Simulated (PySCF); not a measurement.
# Br2Eu (Eu(Br)2+): the cost of one run

The runs use PySCF 2.14.0; PBE0, Eu lcecp-1-SVP with ECP52, Br def2-SVP; scalar-relativistic core potentials, no spin–orbit coupling.

1 further run of the same task is left out (for a known fault of the program).

## 1. The system as given

3 atoms, charge 1, spin multiplicity 1.

Bond lengths: Eu1–Br2 2.795 Å, Eu1–Br3 2.795 Å. Angles: Br2–Eu1–Br3 131.8°.

As a file:

```xyz
3
charge 1, multiplicity 1
Eu    0.0000    0.0000    0.0000
Br    2.5509    0.0000    1.1416
Br   -2.5509    0.0000    1.1416
```

Formal oxidation states: Eu +3. Each metal's 6 4f electrons lie in its core potential, so multiplicities, spins and levels count the valence alone.

## 2. SCF at the start, singlet

Input file run.py (the lines that set the calculation):

```python
mol = gto.M(atom='''
Eu     0.00000     0.00000     0.00000
Br     2.55090     0.00000     1.14160
Br    -2.55090     0.00000     1.14160''',
    basis={'Eu': 'lcecp-1-SVP', 'Br': 'def2-SVP'},
    ecp={'Eu': 'lcecp-1-SVP'},
    charge=1, spin=0)
mf = dft.RKS(mol, xc='PBE0')
mf.grids.atom_grid = (50, 194)  # f atoms: unpruned, at least (60, 302)
mf = mf.density_fit()  # fitting sets: Eu AutoAux, Br def2-universal-JKFIT
mf.conv_tol = 1e-08; mf.max_cycle = 55
mf.kernel(dm0)  # dm0: free metal ions and neutral atoms
```

On the command line:

```
$ OMP_NUM_THREADS=2 python run.py
```

**Question.** How long does this run take on 2 threads of Arm Neoverse V1, shared host, and how much memory does it need?

About 2.9 s, with a peak of 0.39 GiB.
